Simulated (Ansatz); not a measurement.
Crystal: NiMoIrPdW.

```
Ni Mo Pd Ir W
1.0
     4.11705    0.00000    0.00000
    -2.05853    3.56547    0.00000
     0.00000    0.00000    5.44580
Ni Mo Pd Ir W
1 1 1 1 1
Cartesian
  0.0000 0.0000 5.2157
  2.0585 1.1885 5.2367
  2.0585 1.1885 2.5211
  0.0000 2.3770 3.9521
  0.0000 2.3770 1.2875
```

The cell was built by a generator and needn't be a form met in nature.

Base run:

| Quantity | Value |
| --- | --- |
| Program | Ansatz 0.2.0 |
| Functional | PBEsol |
| Potentials or basis | Ansatz PAW |
| Cutoff | 420 eV |
| Density cutoff | 1680 eV |
| k mesh | 8 × 8 × 5 |
| Occupations | fermi-dirac, width 0.05 eV |
| Spin | collinear spin, ferromagnetic start |
| Starting moments | [1.0, 1.0, 0.0, 0.6, 0.0] μB |

Its results: band gap on the k mesh none (metal or under the smearing width); pressure -8.1 GPa; net moment 0.00 μB per cell; largest force 0.100 eV/Å.

Q: The run is repeated on the same cell with these changes: functional from PBEsol to PBE. What comes out?

A: Band gap on the k mesh none (metal or under the smearing width); pressure 0.0 GPa; net moment 0.00 μB per cell; largest force 0.043 eV/Å.

PBE binds less tightly than PBEsol, so the same cell stands under more pressure.

Caveats: the PAW data sets come from PBE, with cores solved anew for the run's functional, which leaves a small shift of forces and pressure (some runs).

Not every run made on this cell is shown here.
